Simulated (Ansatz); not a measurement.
# H4OS2Si: up Jacob's ladder to CCSD(T)

An exercise on one series of results from a longer session: the logs are not shown, and one member is left open.

Computed with Ansatz 0.2.0, Gaussian basis. Level: functionals in def2-TZVPP, the program's frozen cores in correlated methods.

Levels to be run: LDA (SPW92), PBE-D4, revPBE-D4, BLYP-D4, r2SCAN-D4, B97M-V, PBE0-D4, B3LYP-D4, r2SCANh-D4, r2SCAN0-D4, HSE06-D4, BHLYP-D4, CAM-B3LYP-D4, LC-ωPBE, ωB97X-V, ωB97M-V, B2PLYP, PBE-QIDH; CCSD(T)/def2-SVP; CCSD(T)/def2-TZVPP; MP2/def2-QZVPP; extrapolation to the limit; RPA on PBE.

## The geometry

All runs share one geometry, relaxed beforehand with PBE0-D4 in a triple-zeta def2 set.

SMILES `O[SiH2]SS`, 8 atoms, charge 0, spin multiplicity 1.

Atoms are counted from 1 here; the program's logs count them from 0.

Bond lengths: O1–Si2 1.637 Å, O1–H5 0.960 Å, Si2–S3 2.146 Å, Si2–H6 1.484 Å, Si2–H7 1.480 Å, S3–S4 2.068 Å, S4–H8 1.347 Å. Angles: Si2–O1–H5 116.1°, O1–Si2–S3 112.9°, O1–Si2–H6 111.0°, O1–Si2–H7 107.0°, S3–Si2–H6 107.0°, S3–Si2–H7 106.6°, H6–Si2–H7 112.3°, Si2–S3–S4 95.0°, S3–S4–H8 98.4°.

Coordinates:

```csv
atom,x (Å),y (Å),z (Å)
O1,0.26765,1.14281,-1.34202
Si2,0.92853,0.28395,-0.11536
S3,0.15501,-1.71371,0.01820
S4,-1.81154,-1.12835,0.27623
H5,-0.68150,1.27991,-1.29902
H6,0.66924,0.93679,1.19235
H7,2.37473,0.15903,-0.40468
H8,-1.81001,-1.01753,1.61840
```

Set-up of the first run:

in.yaml

```yaml
crystal:
  periodic: [false, false, false]
  atoms:
    - {symbol: O, position_ang: [0.267652, 1.142810, -1.342020]}
    - {symbol: Si, position_ang: [0.928533, 0.283952, -0.115359]}
    - {symbol: S, position_ang: [0.155007, -1.713712, 0.018196]}
    - {symbol: S, position_ang: [-1.811544, -1.128349, 0.276234]}
    - {symbol: H, position_ang: [-0.681502, 1.279909, -1.299022]}
    - {symbol: H, position_ang: [0.669238, 0.936790, 1.192346]}
    - {symbol: H, position_ang: [2.374726, 0.159034, -0.404676]}
    - {symbol: H, position_ang: [-1.810010, -1.017533, 1.618400]}
basis:
  gaussian: {orbitals: def2-TZVPP}
hamiltonian: {xc: lda}
output: {orbitals: {seedname: orbitals}}
```

Steps of the session up to this table: LDA; PBE-D4 (GGA); revPBE-D4 (GGA); BLYP-D4 (GGA); r2SCAN-D4 (meta-GGA); B97M-V (meta-GGA); PBE0-D4 (hybrid); B3LYP-D4 (hybrid); r2SCANh-D4 (hybrid); r2SCAN0-D4 (hybrid); HSE06-D4 (hybrid); BHLYP-D4 (hybrid); CAM-B3LYP-D4 (range-separated); LC-ωPBE (range-separated); ωB97X-V (range-separated); ωB97M-V (range-separated); B2PLYP (double hybrid); PBE-QIDH (double hybrid).

One of the session's tables, all rows but one given; the rest of the session is left out.

It belongs to the step «Frontier levels by functional». 

| functional | HOMO (eV) | gap (eV) |
| --- | --- | --- |
| LDA (SPW92) | -6.33 | 3.83 |
| PBE-D4 | -6.20 | 3.92 |
| revPBE-D4 | -6.15 | 3.96 |
| BLYP-D4 | -6.04 | 3.91 |
| r2SCAN-D4 | -6.47 | 4.37 |
| B97M-V | -6.59 | 4.56 |
| PBE0-D4 | -7.41 | 6.11 |
| B3LYP-D4 | -7.17 | 5.65 |
| r2SCANh-D4 | ? | ? |
| r2SCAN0-D4 | -7.58 | 6.38 |
| HSE06-D4 | -7.01 | 5.33 |
| BHLYP-D4 | -8.48 | 8.27 |
| CAM-B3LYP-D4 | -8.71 | 8.56 |
| LC-ωPBE | -10.08 | 11.12 |
| ωB97X-V | -9.73 | 10.65 |
| ωB97M-V | -9.54 | 10.32 |

Estimate the missing values for r2SCANh-D4.

Worked estimate for «HOMO (eV)». Against the share of exact exchange, r2SCAN-D4 (0, -6.47), r2SCAN0-D4 (0.25, -7.58) give a slope of -4.44 per unit share; at 0.1 the line stands at -6.91.

**Answer.** HOMO (eV): -6.91; gap (eV): 5.17. In «HOMO (eV)» the line misses by 0.00.
